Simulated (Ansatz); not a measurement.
CaMg6V:

```
V Ca Mg
1.0
     5.22393    0.00000    0.00000
     0.00000    3.26148    5.59541
     0.00000   -3.26148    5.59541
V Ca Mg
1 1 6
Cartesian
  2.6120 0.0000 3.7455
  2.6120 0.0000 9.3395
  0.0000 0.0000 1.9379
  0.0000 0.0000 7.4162
  0.0000 -1.5306 4.6451
  0.0000 1.5306 4.6451
  2.6120 -1.6181 6.5169
  2.6120 1.6181 6.5169
```

The cell comes from a database or a generator and needn't be the stable form of this composition.

```yaml
Program: Ansatz 0.2.0
Task: single point
Functional: PBE
Potentials_or_basis: Ansatz PAW
Cutoff: "420 eV (not typed: the program's choice for these potentials)"
k_mesh: 5 × 5 × 5
Occupations: fermi-dirac, width 0.05 eV
Spin: collinear spin, ferromagnetic start
Starting_moments: "[2.0, 0.0, 0.0, 0.0, 0.0, 0.0, 0.0, 0.0] μB"
```

On this cell: pressure 0.0 GPa; largest force 0.049 eV/Å; net moment 3.75 μB per cell; site moments V +2.98; Ca +0.06; Mg +0.02, +0.00, -0.00 μB; band gap on the k mesh none (metal or under the smearing width).

The same run follows on a disturbed copy (atoms moved at random, drawn with an rms of 0.05 Å):

```
V Ca Mg
1.0
     5.22393    0.00000    0.00000
     0.00000    3.26148    5.59541
     0.00000   -3.26148    5.59541
V Ca Mg
1 1 6
Direct
  0.51003 0.33509 0.33289
  0.50418 0.84042 0.83610
  0.99570 0.16695 0.16803
  0.00909 0.66440 0.66692
  0.00577 0.18455 0.64787
  0.99563 0.64658 0.18016
  0.49606 0.33018 0.82815
  0.50139 0.82976 0.34190
```

Q: What does the disturbed cell give?

A: The energy (extrapolated to zero smearing) moves by +3.1 meV/atom; pressure 0.0 GPa; largest force 0.288 eV/Å; net moment 3.75 μB per cell; site moments V +2.94; Ca +0.06; Mg +0.02, +0.00, -0.00 μB; band gap on the k mesh none (metal or under the smearing width).

Forces on the atoms (eV/Å):
```
V   -0.140 -0.015 -0.015
Ca  -0.002 -0.126 -0.095
Mg   0.065 -0.011  0.113
Mg  -0.126  0.005 -0.082
Mg  -0.041  0.054 -0.096
Mg   0.145 -0.055  0.026
Mg   0.105  0.131  0.234
Mg  -0.006  0.017 -0.084
```

Stress tensor (GPa, compression positive):
```
 0.08 -0.09  0.08
-0.09  0.02  0.08
 0.08  0.08 -0.07
```
